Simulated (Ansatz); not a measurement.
**C2H3Ge (charge +1): two geometries relaxed**

All numbers below are computed with Ansatz 0.2.0 (RKS revPBE-D4/def2-SVP).

## 1. The system as given

Bond lengths: C1–C2 1.178 Å, C2–Ge3 2.061 Å, Ge3–H4 1.533 Å, Ge3–H5 1.504 Å, Ge3–H6 1.504 Å. Angles: C1–C2–Ge3 146.3°, C2–Ge3–H4 78.8°, C2–Ge3–H5 105.4°, C2–Ge3–H6 105.4°, H4–Ge3–H5 117.1°, H4–Ge3–H6 117.2°, H5–Ge3–H6 121.2°.

As a file:

```xyz
6

C     1.1081   -1.8489    0.9323
C     0.3008   -1.2064    0.3644
Ge   -0.2644    0.6752   -0.2584
H    -1.4128   -0.1788   -0.8077
H     0.7951    1.1084   -1.2340
H    -0.5268    1.4507    1.0034
```

## 2. Relaxing end A

Contents of input.yaml:

```yaml
crystal:
  periodic: [false, false, false]
  atoms:
    - { symbol: C, position_ang: [1.10813, -1.84894, 0.93231] }
    - { symbol: C, position_ang: [0.30081, -1.20643, 0.36437] }
    - { symbol: Ge, position_ang: [-0.26441, 0.67515, -0.25842] }
    - { symbol: H, position_ang: [-1.4128, -0.17883, -0.80768] }
    - { symbol: H, position_ang: [0.79505, 1.10838, -1.23404] }
    - { symbol: H, position_ang: [-0.52677, 1.45067, 1.00345] }
total_charge: 1
basis:
  gaussian: { orbitals: def2-SVP }
hamiltonian:
  xc: revpbe
  dispersion: d4
relax:
  f_tol: 0.02
  max_steps: 50
```

Launch:

```bash
ansatz run input.yaml --threads 1 --pin off --max-ram 2048MiB --backend cpu --events-out ev --progress --plain --runs-dir out
```

**Question.** How long does this run take on 1 thread of an Arm CPU, shared host, and how much memory does it need?

About 47 s, with a peak of 0.13 GiB.
